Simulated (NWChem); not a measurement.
**One shape, several levels: InH2F (SMILES [H][In]([H])[F])**

We compute a comparison of 3 runs (MP2/def2-SVP, CCSD/STO-3G, CCSD/def2-TZVP) of InH2F. 

The calculation is run with NWChem 7.3.0.

### Step 1. The structure to begin with

InH2F: 4 atoms, total charge 0, spin state singlet. As SMILES, `[H][In]([H])[F]`. The shape comes from GFN2-xTB, which is rough for such elements, and wasn't checked as a minimum.

Bond lengths: In1–F4 1.946 Å, In1–H2 1.693 Å, In1–H3 1.691 Å. Angles: H2–In1–F4 114.4°, H3–In1–F4 114.5°, H2–In1–H3 131.1°.

### Step 2. Energy and gradient at MP2/def2-SVP (core potential) (run 1)

Input file fh2in.nw:

```
start fh2in
title "FH2In"
memory total 2200 mb
geometry noautosym nocenter noautoz
  In       0.069180       0.117330      -0.000190
  H        1.751200      -0.073770       0.013580
  H       -0.891440       1.509340      -0.018860
  F       -0.928940      -1.552910       0.005460
end
basis spherical bse
  * library def2-SVP
end
ecp bse
  In library def2-SVP
end
scf
  thresh 1e-08
  maxiter 80
end
mp2
  freeze core 5
  tight
end
task mp2 gradient
```

Started as:

```
$ nwchem fh2in.nw > fh2in.out
```

The log of the run:

```text
[...]
  functions       =    50
[...]
  wavefunction    = RHF
[...]
         Total SCF energy =   -289.725040902211
      One-electron energy =   -611.229803819036
      Two-electron energy =    253.686371089871
 Nuclear repulsion energy =     67.818391826954
        Time for solution =      3.8s
[...]
          Total MP2 energy          -290.006934199737
[...]
                         mp2 ENERGY GRADIENTS
    atom               coordinates                        gradient
                 x          y          z           x          y          z
   1 In      0.130731   0.221722  -0.000359   -0.005217  -0.007941   0.000047
   2 H       3.309288  -0.139405   0.025662   -0.005545   0.002267  -0.000068
   3 H      -1.684577   2.852239  -0.035640    0.004869  -0.004109   0.000061
   4 F      -1.755442  -2.934574   0.010318    0.005893   0.009784  -0.000039
[...]
```

It took 11 s on 1 thread of Intel Xeon Platinum 8488C (Sapphire Rapids), shared host; peak memory 0.12 GiB.

### Step 3. A single-point energy at CCSD/STO-3G (run 2)

Input file run.py:

```python
from ase import Atoms
from ase.calculators.nwchem import NWChem

mol = Atoms(['In', 'H', 'H', 'F'], positions=[
    [0.069180, 0.117330, -0.000190],
    [1.751200, -0.073770, 0.013580],
    [-0.891440, 1.509340, -0.018860],
    [-0.928940, -1.552910, 0.005460],
])

calc = NWChem(
    label='run',
    theory='ccsd',
    memory='2200 mb',
    basis='STO-3G',
    basispar='spherical bse',
    scf={'nopen': '0', 'rhf': None, 'thresh': '1e-08', 'maxiter': '80'},
    ccsd={'freeze': 'core 19', 'maxiter': '60'},
    task='energy',
)
mol.calc = calc

e = mol.get_potential_energy()
print(f"E = {e:.6f} eV")
```

Started as:

```
$ export ASE_NWCHEM_COMMAND="nwchem PREFIX.nwi > PREFIX.nwo"
$ python run.py
```

The log of the run:

```text
E = -157339.693772 eV
```

The calculator wrote run.nwi:

```
title "run"

permanent_dir run

scratch_dir run

start run

geometry units angstrom nocenter noautosym noautoz
  In 6.9180000000000005e-02 1.1733000000000000e-01 -1.9000000000000001e-04
  H  1.7512000000000001e+00 -7.3770000000000002e-02 1.3580000000000000e-02
  H  -8.9144000000000001e-01 1.5093399999999999e+00 -1.8859999999999998e-02
  F  -9.2893999999999999e-01 -1.5529100000000000e+00 5.4599999999999996e-03
end

memory 2200 mb

basis spherical bse noprint
   * library STO-3G
end

scf
  nopen 0
  rhf
  thresh 1e-08
  maxiter 80
end
ccsd
  freeze core 19
  maxiter 60
end

task ccsd energy
```

run.nwo:

```text
Northwest Computational Chemistry Package (NWChem) 7.3.0
             --------------------------------------------------------

           Job information
           ---------------

    nwchem branch   = 7.3.0
    use scalapack   = T
    input           = run.nwi
    prefix          = run.
    data base       = run/run.db
    status          = startup
    nproc           =        1

           Memory information
           ------------------

    heap     =     72089596 doubles =      550.0 Mbytes
    stack    =     72089601 doubles =      550.0 Mbytes
    global   =    144179200 doubles =     1100.0 Mbytes (distinct from heap & stack)
    total    =    288358397 doubles =     2200.0 Mbytes
    verify   = yes
    hardfail = no

[... 119 lines left out ...]
         Quadratically convergent ROHF
[... 14 lines left out ...]
       Final RHF  results
[... 4 lines left out ...]
      Two-electron energy =   2382.422043267572
[... 43 lines left out ...]
                       ROHF Final Molecular Orbital Analysis
[... 170 lines left out ...]
 Total MP2 energy:          -5782.109764208758861
[... 21 lines left out ...]
  Failed reading restart vector from run/run.t2
[... 3 lines left out ...]
             energy      energy      error      ampl     ampl      Block
[... 6 lines left out ...]
                  *************converged*************
[... 6 lines left out ...]
 Total CCSD energy:          -5782.127144527561541
[... 1 line left out ...]
 --------------------------------
 Spin Component Scaled (SCS) CCSD
 --------------------------------
 Same spin contribution:                 -0.006969484613125
 Same spin scaling factor:                1.130000000000000
 Opposite spin contribution:             -0.061168530312477
 Opposite spin scaling fact.:             1.270000000000000
 SCS-CCSD correlation energy:            -0.085559551109677
 Total SCS-CCSD energy:               -5782.144566063745515

 routine      calls  cpu(0)   cpu-min  cpu-ave  cpu-max   i/o
 aoccsd          1     0.00     0.00     0.00     0.00    0.00
 iterdrv         1     0.00     0.00     0.00     0.00    0.00
 pampt          13     0.01     0.01     0.01     0.01    0.00
[... 9 lines of this table left out ...]
 Total                 3.49     3.49     3.49     3.49    0.00

 Task  times  cpu:        5.9s     wall:        5.9s
 Total times  cpu:        5.9s     wall:        5.9s
```

Run time: 6.9 s. Hardware: 1 thread of Intel Xeon Platinum 8488C (Sapphire Rapids), shared host; peak memory 0.1 GiB.

### Step 4. The energy at CCSD/def2-TZVP (core potential) (run 3)

Input file work.nw:

```
start work
title "FH2In ccsd"
memory stack 880 mb heap 220 mb global 1100 mb

geometry units bohr noautosym nocenter noautoz
  In   0.13073125   0.22172157  -0.00035905
  H    3.30928839  -0.13940510   0.02566248
  H   -1.68457746   2.85223923  -0.03564023
  F   -1.75544219  -2.93457460   0.01031790
end

basis "ao basis" spherical bse
  * library def2-TZVP
end

ecp bse
  In library def2-TZVP
end

scf
  thresh 1e-08
  maxiter 80
end

ccsd
  freeze core 5
  maxiter 60
end

task ccsd energy
```

Started as:

```
$ nwchem work.nw > work.out
```

The log of the run:

```text
[...]
  functions       =    93
[...]
  wavefunction    = RHF
[...]
         Total SCF energy =   -289.864308362971
      One-electron energy =   -611.418170526876
      Two-electron energy =    253.735475321543
 Nuclear repulsion energy =     67.818386842361
        Time for solution =     15.9s
[...]
 Total MP2 energy:           -290.403541284664243
[...]
             energy      energy      error      ampl     ampl      Block
                                                time     time      time
[...]
 Total CCSD energy:           -290.408812036710799
[...]
```

Wall time 2 min (1 thread of Intel Xeon Platinum 8488C (Sapphire Rapids), shared host); peak memory 0.22 GiB.

### Step 5. All runs side by side

| run | level | task | core potential | energy (Eh) | HOMO energy (eV) | LUMO energy (eV) | HOMO–LUMO gap (eV) | wall time |
| --- | --- | --- | --- | --- | --- | --- | --- | --- |
| 1 | MP2/def2-SVP (core potential) | gradient | def2-SVP | -290.006934 | -11.71 | 0.74 | 12.45 | 11 s |
| 2 | CCSD/STO-3G | energy | – | -5782.127145 | -8.43 | 5.98 | 14.41 | 6.9 s |
| 3 | CCSD/def2-TZVP (core potential) | energy | def2-TZVP | -290.408812 | -11.76 | 0.48 | 12.24 | 2 min |

### Step 6. Results

```
                                          quantity          value
                               run 3: total energy  -290.40881 Eh
        run 3: HOMO energy (Hartree–Fock orbitals)      -11.76 eV
        run 3: LUMO energy (Hartree–Fock orbitals)        0.48 eV
      run 3: HOMO–LUMO gap (Hartree–Fock orbitals)       12.24 eV
run 3: correlation energy (5 core orbitals frozen)     -544.5 mEh
```

**Reading.** Some runs of one species differ in core potentials or relativity; totals across that change don't compare. In run 2 the basis is minimal, so the values are rough. In run 2 relativity is left out where basis or elements ask for it. All runs together took 2.3 min, the longest 2 min.
